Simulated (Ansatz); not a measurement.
# C3H12Si: the cost of one run

Program: Ansatz 0.2.0. Level of theory: UKS PBE0-D4/STO-3G. These are calculated values, not measurements.

**1. Starting point**

Bond lengths: Si1–H2 1.460 Å, Si1–H3 1.461 Å, Si1–H4 1.461 Å, Si1–H5 1.461 Å, C6–C7 1.523 Å, C7–C8 1.523 Å, C6–H9 1.088 Å, C6–H10 1.088 Å, C6–H11 1.088 Å, C7–H12 1.093 Å, C7–H13 1.092 Å, C8–H14 1.088 Å, C8–H15 1.088 Å, C8–H16 1.088 Å. Angles (14 of 24 angles, heavy atoms first): C6–C7–C8 111.6°, C6–C7–H12 109.4°, C6–C7–H13 109.3°, C8–C7–H12 109.4°, C8–C7–H13 109.3°, C7–C6–H9 110.2°, C7–C6–H10 110.5°, C7–C6–H11 110.7°, C7–C8–H14 110.7°, C7–C8–H15 110.5°, C7–C8–H16 110.2°, H2–Si1–H3 109.4°, H2–Si1–H4 109.5°, H2–Si1–H5 109.5°.

Structure file:

```xyz
16

Si    0.0337   -0.0543   -2.8644
H    -0.3972    0.2503   -4.2258
H    -0.9591    0.4470   -1.9164
H     1.3229    0.5843   -2.6076
H     0.1718   -1.5007   -2.7075
C     0.8946    0.9207    1.1985
C    -0.5076    0.3791    1.4457
C    -0.5571   -1.1364    1.2997
H     1.2365    0.6394    0.2044
H     1.5926    0.5182    1.9298
H     0.9067    2.0058    1.2728
H    -0.8335    0.6586    2.4504
H    -1.2007    0.8334    0.7341
H    -1.5659   -1.5066    1.4682
H     0.1074   -1.6103    2.0194
H    -0.2452   -1.4286    0.2987
```

**2. Relaxing the start**

File input.yaml:

```yaml
crystal:
  periodic: [false, false, false]
  atoms:
    - { symbol: Si, position_ang: [0.0337, -0.0543, -2.8644] }
    - { symbol: H, position_ang: [-0.3972, 0.2503, -4.2258] }
    - { symbol: H, position_ang: [-0.9591, 0.447, -1.9164] }
    - { symbol: H, position_ang: [1.3229, 0.5843, -2.6076] }
    - { symbol: H, position_ang: [0.1718, -1.5007, -2.7075] }
    - { symbol: C, position_ang: [0.8946, 0.9207, 1.1985] }
    - { symbol: C, position_ang: [-0.5076, 0.3791, 1.4457] }
    - { symbol: C, position_ang: [-0.5571, -1.1364, 1.2997] }
    - { symbol: H, position_ang: [1.2365, 0.6394, 0.2044] }
    - { symbol: H, position_ang: [1.5926, 0.5182, 1.9298] }
    - { symbol: H, position_ang: [0.9067, 2.0058, 1.2728] }
    - { symbol: H, position_ang: [-0.8335, 0.6586, 2.4504] }
    - { symbol: H, position_ang: [-1.2007, 0.8334, 0.7341] }
    - { symbol: H, position_ang: [-1.5659, -1.5066, 1.4682] }
    - { symbol: H, position_ang: [0.1074, -1.6103, 2.0194] }
    - { symbol: H, position_ang: [-0.2452, -1.4286, 0.2987] }
magnetization:
  spin_polarized: true
basis:
  gaussian: { orbitals: STO-3G }
hamiltonian:
  xc: pbe0
  dispersion: d4
relax:
  f_tol: 0.02
  max_steps: 40
```

The run is started by

```
$ ansatz run input.yaml --threads 1 --pin off --max-ram 2048MiB --backend cpu --events-out ev --progress --plain --runs-dir out
```

Q: Estimate wall time and peak memory on 1 thread of Arm Neoverse V1, shared host.

About 50 s, with a peak of 0.14 GiB.
